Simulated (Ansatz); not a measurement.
**Ag5SeS4Cl2: relaxing the atoms in a fixed cell**

Wanted: the geometry at rest of Ag5SeS4Cl2 (a borrowed structure type, volume estimated), relaxing the atoms in a fixed cell, and its electronic structure there.

Computed, not measured: Ansatz 0.2.0, DFT, LDA, no spin polarisation, plane waves, PAW.

### Step 1. The system as given

Symmetry: Amm2, No. 38, orthorhombic system. Conventional cell: a = 7.596 Å, b = 11.425 Å, c = 6.416 Å, α = 90.00°, β = 90.00°, γ = 90.00°. Cl (site symmetry m) is surrounded by 3 Ag at 2.64 to 2.70 Å. Around Ag (site symmetry 1) lie 2 S at 2.59 to 2.61 Å and 1 Cl at 2.64 Å. S (site symmetry m) has 1 Se at 2.12 Å and 2 Ag at 2.59 Å as nearest neighbours. Around Ag (site symmetry mm2) lie 2 S at 2.61 Å and 2 Cl at 2.70 Å. S (site symmetry m) has 1 Se at 2.12 Å and 3 Ag at 2.61 Å as nearest neighbours. Around Se (site symmetry mm2) lie 4 S at 2.12 Å.

Symmetry-reduced, conventional setting; the input below types the cell that was run:

```cif
data_structure
_symmetry_space_group_name_H-M 'Amm2'
_symmetry_Int_Tables_number 38
_cell_length_a 7.5964
_cell_length_b 11.4248
_cell_length_c 6.4163
_cell_angle_alpha 90.000
_cell_angle_beta 90.000
_cell_angle_gamma 90.000
_cell_volume 556.85
loop_
_atom_site_label
_atom_site_type_symbol
_atom_site_symmetry_multiplicity
_atom_site_Wyckoff_symbol
_atom_site_fract_x
_atom_site_fract_y
_atom_site_fract_z
_atom_site_occupancy
Cl1 Cl 4 e 0.50000 0.82680 0.11680 1
Ag1 Ag 8 f 0.22080 0.69101 0.37268 1
S1 S 4 d 0.00000 0.64806 0.75990 1
Ag2 Ag 2 b 0.50000 0.00000 0.40207 1
S2 S 4 c 0.22770 0.00000 0.64990 1
Se1 Se 2 a 0.00000 0.00000 0.46020 1
```

It starts from an earlier solution of the starting cell (checkpoint.read).

### Step 2. The relaxation

input.yaml

```yaml
crystal:
  lattice:
    - [-7.5964, 0.0, 0.0]
    - [0.0, 0.0, 6.416287]
    - [0.0, 5.712423, 3.208144]
  atoms:
    - { symbol: Cl, position: [0.5, 0.29, 0.6536] }
    - { symbol: Cl, position: [0.5, 0.9436, 0.3464] }
    - { symbol: Ag, position: [0.7792, 0.68167, 0.38202] }
    - { symbol: Ag, position: [0.2208, 0.06369, 0.61798] }
    - { symbol: Ag, position: [0.2208, 0.68167, 0.38202] }
    - { symbol: Ag, position: [0.7792, 0.06369, 0.61798] }
    - { symbol: S, position: [0.0, 0.11184, 0.29612] }
    - { symbol: S, position: [0.0, 0.40796, 0.70388] }
    - { symbol: Ag, position: [0.5, 0.40207, 0.0] }
    - { symbol: S, position: [0.7723, 0.6499, 0.0] }
    - { symbol: S, position: [0.2277, 0.6499, 0.0] }
    - { symbol: Se, position: [0.0, 0.4602, 0.0] }
  symmetry: { tolerance: 0.0003 }
kpoints:
  mp_grid: { grid: [3, 4, 4], shift: [0, 0, 0] }
magnetization:
  spin_polarized: false
scf:
  occupations: { method: cold, width: 0.0572 }
  lower_state_search: "off"
hamiltonian:
  pseudopotentials: { kind: paw }
  xc: lda
basis:
  ecutwfc: 420
  fft_grid_basis: typed
relax:
  max_steps: 40
output:
  forces: true
  stress: true
  eigenvalues: true
  bader: false
  populations: true
  elf: true
  write_potential: true
  volumetric_format: npy
  dos:
    e_range: [-12, 8]
    de: 0.05
    projected: { site_lists: { Ag: [Ag], Cl: [Cl], S: [S], Se: [Se] } }
  write_density: true
checkpoint:
  read: saved_state
```

The run is started by

```console
ansatz run input.yaml --threads 2 --pin off --max-ram 3584MiB --backend cpu --events-out ev --progress --plain --runs-dir out
```

The log of the run, cut to the lines that bear on the results:

```text
Warning: output.stress: scf.convergence.dr2_threshold = 1e-7 eV (the SCF's general default) is looser than the 1.2e-9 eV advised for a printed stress (1e-10 eV for each atom of the cell: 12). What an SCF threshold leaves in a stress goes as its square root, and in the free energy as the [...]
Warning: RAYON_NUM_THREADS=2 ignored (pool sized by the plan → 2); use --threads N
[...]
Pseudopotentials: kind: paw
Pseudopotential: Cl, paw, valence charge 7, recommended cutoff 420 eV (normal), Cl.paw.azcp
Pseudopotential: Ag, paw, valence charge 19, recommended cutoff 420 eV (normal), Ag.paw.azcp
Pseudopotential: S, paw, valence charge 6, recommended cutoff 420 eV (normal), S.paw.azcp
Pseudopotential: Se, paw, valence charge 16, recommended cutoff 420 eV (normal), Se.paw.azcp
Functional definition: SPW92
[...]
Crystal: 12 atoms, lattice volume = 278.427 Å³
Basis set: ecut = 420 eV, 5473 PW (Γ)
Bands: 90, of which v1, the nominal top of the filled ones, is band 75 counted from 1 (74 counted from 0)
Symmetry: 4 space group operations
Space group: Amm2 (ITA 38), of the structure as read, at distance tolerance 2.0e-3 Å
k-points: 14 of 48 (time reversal used)
[...]
SCF iter   1: F=—  HF=-48238.583837 eV  |F-HF|=—  |Δ(HF+E_count)|=         —  Δρ=8.06e-4  dr2=2.65e-3  ethr=2.53e-6  ⟨swp⟩=2.6  Hψ=7343  notcnv=0
[...]
relax step   1: F+E_penalty+E_count = -48238.58360498 eV  Δ(F+E_penalty+E_count) = +0.000e0 eV  max|allowed force component| = 2.918e0 eV/Å  Δτ_max = 0.0000 Å  (8 SCF iters, accepted)
[...]
relax step   4: F+E_penalty+E_count = -48240.17325797 eV  Δ(F+E_penalty+E_count) = -4.022e-2 eV  max|allowed force component| = 1.090e-1 eV/Å  Δτ_max = 0.0944 Å  (7 SCF iters, dr2 threshold 3.35e-6 eV, accepted)
[...]
relax step   5: F+E_penalty+E_count = -48240.18075258 eV  Δ(F+E_penalty+E_count) = -7.495e-3 eV  max|allowed force component| = 1.256e-1 eV/Å  Δτ_max = 0.0356 Å  (8 SCF iters, dr2 threshold 7.43e-7 eV, accepted)
[...]
SCF iter   2: F=—  HF=-48240.183903 eV  |F-HF|=—  |Δ(HF+E_count)|=   1.49e-3  S|Δr|=    0.00e0  Δρ=9.65e-4  dr2=3.35e-3  ethr=7.66e-6  ⟨swp⟩=2.0  Hψ=2275  notcnv=0  defer=135
```

### Step 3. The output, continued

The log, continued, cut to the lines that bear on the results:

```text
SCF iter   3: F=—  HF=-48240.182849 eV  |F-HF|=—  |Δ(HF+E_count)|=   1.05e-3  S|Δr|=    0.00e0  Δρ=3.26e-4  dr2=7.90e-4  ethr=2.25e-6  ⟨swp⟩=2.0  Hψ=1893  notcnv=0  defer=135
[...]
relax step   6: F+E_penalty+E_count = -48240.18268711 eV  Δ(F+E_penalty+E_count) = -1.935e-3 eV  max|allowed force component| = 1.221e-1 eV/Å  Δτ_max = 0.0255 Å  (7 SCF iters, dr2 threshold 3.50e-6 eV, accepted)
[...]
relax step   8: F+E_penalty+E_count = -48240.18545094 eV  Δ(F+E_penalty+E_count) = -1.555e-3 eV  max|allowed force component| = 2.354e-2 eV/Å  Δτ_max = 0.0323 Å  (7 SCF iters, dr2 threshold 2.15e-7 eV, accepted)
[...]
relax step   9: F+E_penalty+E_count = -48240.18561974 eV  Δ(F+E_penalty+E_count) = -1.688e-4 eV  max|allowed force component| = 6.432e-3 eV/Å  Δτ_max = 0.0036 Å  (5 SCF iters, accepted)
SCF converged after 5 iterations
[...]
    - { symbol: Ag, position: [0.7833929055367513, 0.06081837260395473, 0.640008794752581] }
    - { symbol: S, position: [5.471155189117345e-20, 0.06907216564714902, 0.3615494115465924] }
    - { symbol: S, position: [5.471155189117345e-20, 0.4306215771937416, 0.6384505884534074] }
    - { symbol: Ag, position: [0.5, 0.4069128490415482, 4.121840992351737e-19] }
    - { symbol: S, position: [0.7475147968645904, 0.6602301129536393, 1.1872490244749104e-18] }
    - { symbol: S, position: [0.25248520313540956, 0.6602301129536393, 1.1872490244749104e-18] }
    - { symbol: Se, position: [5.471155189117345e-20, 0.4581635832769926, -5.595148924982186e-19] }
--- Löwdin populations: 12 sites ---
  site symbol       q [e]
     0     Cl      7.4867
     1     Cl      7.4867
     2     Ag     18.4211
     3     Ag     18.4211
     4     Ag     18.4211
     5     Ag     18.4211
     6      S      6.4685
     7      S      6.4685
     8     Ag     18.4144
     9      S      6.3958
    10      S      6.3958
    11     Se     15.3829
  spilling = 0.005478 (of n_electrons = 149.000000)
```

Wall time 3.2 min (2 threads of an Arm CPU, shared host); peak memory 0.71 GiB.

Step by step:

```
step  energy from step 1 (eV/cell)  largest force component (eV/Å)
   1                        0.0000                          2.9183
   2                       -1.3067                          1.1436
   3                       -1.5494                          0.2315
   4                       -1.5897                          0.1090
   5                       -1.5971                          0.1256
   6                       -1.5991                          0.1221
   7                       -1.6003                          0.0423
   8                       -1.6018                          0.0235
   9                       -1.6020                          0.0064
```

Step 1 is the start.

The largest move, 0.38 Å, is shared by several atoms, S7 among them.

### Step 4. Total and projected density of states

Counts of states in windows (eV from the Fermi level; tetrahedra), total and projected:

```
from    to  total  Ag s   Ag d  Cl p   S p  Se p
-4.5  -4.0  12.80  0.28   6.95  2.08  3.10  0.25
-4.0  -3.5   4.28  0.05   3.13  0.71  0.30  0.04
-3.5  -3.0  16.57  0.12  15.25  0.52  0.40  0.11
-3.0  -2.5   9.55  0.22   7.59  0.85  0.53  0.16
-2.5  -2.0   6.67  0.30   3.72  1.38  0.87  0.12
-2.0  -1.5   5.33  0.18   2.08  1.55  1.18  0.11
-1.5  -1.0   5.88  0.12   2.10  1.21  2.11  0.13
-1.0  -0.5   4.89  0.07   1.61  0.56  2.42  0.06
-0.5   0.0   1.96  0.03   0.47  0.14  1.18  0.02
 0.0   0.5   1.14  0.01   0.22  0.05  0.74  0.01
 0.5   1.0   0.00  0.00   0.00  0.00  0.00  0.00
 1.0   1.5   2.12  0.13   0.10  0.02  0.86  0.75
 1.5   2.0   3.62  0.23   0.18  0.07  1.54  1.23
 2.0   2.5   0.48  0.11   0.01  0.01  0.15  0.12
 2.5   3.0   0.74  0.37   0.02  0.03  0.15  0.03
 3.0   3.5   1.44  0.73   0.02  0.06  0.22  0.03
```

### Step 5. Charges

By element, from the tables in the log (a charge is positive for electrons lost): Löwdin charges also hold the electrons that the projection spills.

```
element  atoms  Löwdin charge (e)
     Cl      2              -0.49
     Ag      5     +0.58 to +0.59
      S      4     -0.47 to -0.40
     Se      1              +0.62
```

The Löwdin projection spills 0.5 % of the electrons and depends on the orbitals chosen; where it disagrees with Bader's partition, neither is an observable.

### Step 6. Real-space fields

Maps in the plane spanned by a and b at height 0.000 along c (axes of the input's cell), one cell: a runs left to right (23 points from zero), b bottom to top (19 points), 90° apart. Near the nuclei they are pseudo-fields.

Valence density. Ten steps from '0' (0.01 e/Å³) to '9' (41.40 e/Å³), finer at the low end (step k begins (100^(k/10) - 1)/99 of the way up):
```
00000000000000000000000
00000000000000000000000
00000110000000000110000
00001221100000011221000
00012222100000012222100
00012202210000122022100
11122212210000122122211
22222222211111122222222
65221222112332112221225
97311111125665211111137
97310000136886310000137
43210000136776310000123
11100000014554100000011
00000000001221000000000
00000000000000000000000
00000000000000000000000
00000000000000000000000
00000000000000000000000
00000000000000000000000
```

ELF. Ten even steps from '0' (0.01) to '9' (0.87):
```
00000000000000000000000
00012332100000012332100
00146786410000146876410
00379999741001479999730
01489878862002688789841
22487104873113784017842
65687106983113896017865
88778779951221599778778
57877899613443169987787
14875575225775225755784
35863232147997412323685
88862111246886421112688
88741001235665321001478
55310000112332110000135
11000000011111100000001
00000000000000000000000
00000000000000000000000
00000000000000000000000
00000000000000000000000
```

Atoms within 0.2 Å of the plane, in fractions of a and b: Ag at (0.50, 0.41), S at (0.75, 0.66), S at (0.25, 0.66), Se at (0.00, 0.46).

At the density minimum on some short contacts:

| contact | length (Å) | minimum at (fraction) | density (e/Å³) | ELF |
| --- | --- | --- | --- | --- |
| Ag3–S8 | 2.438 | 0.50 | 0.492 | 0.28 |
| Cl1–Ag4 | 2.578 | 0.50 | 0.346 | 0.20 |

```
fraction  Ag3–S8  Cl1–Ag4
     0.2    9.04     1.81
     0.3    2.96     1.19
     0.4   0.777    0.558
     0.5   0.492    0.346
     0.6   0.664    0.544
     0.7    1.05     2.28
     0.8    1.14     8.13
```

(Smooth valence density in e/Å³ at fractions of each contact.)

### Step 7. What came out

```
                                                 quantity              value
                                                    moves                  8
                                            energy gained     133.5 meV/atom
                                             largest move         0.38 Å (S)
                     space group (0.01 Å), before / after        Amm2 / Amm2
                          pressure left in the fixed cell           -5.0 GPa
                                                character              metal
density of states, mean within 0.25 eV of the Fermi level  4 per eV per cell
```

What this shows: In the fixed cell the largest move of an atom is 0.38 Å; the energy fell by 133.5 meV per atom. The fixed cell still holds a mean pressure of -5.0 GPa, so it would shrink if let free. With 4 symmetry operations imposed, the end may be a saddle point towards distortions that break them. Bands cross the Fermi level: a metal; within 0.25 eV of the Fermi level the density of states averages 4 per eV per cell, mostly S p (66 %) and Ag d (18 %), but it varies sharply: 7.3 at the Fermi level itself, on this mesh.

Keep in mind: an odd count of electrons without spin polarisation forces a partly filled band; the SCF threshold is loose for a stress.
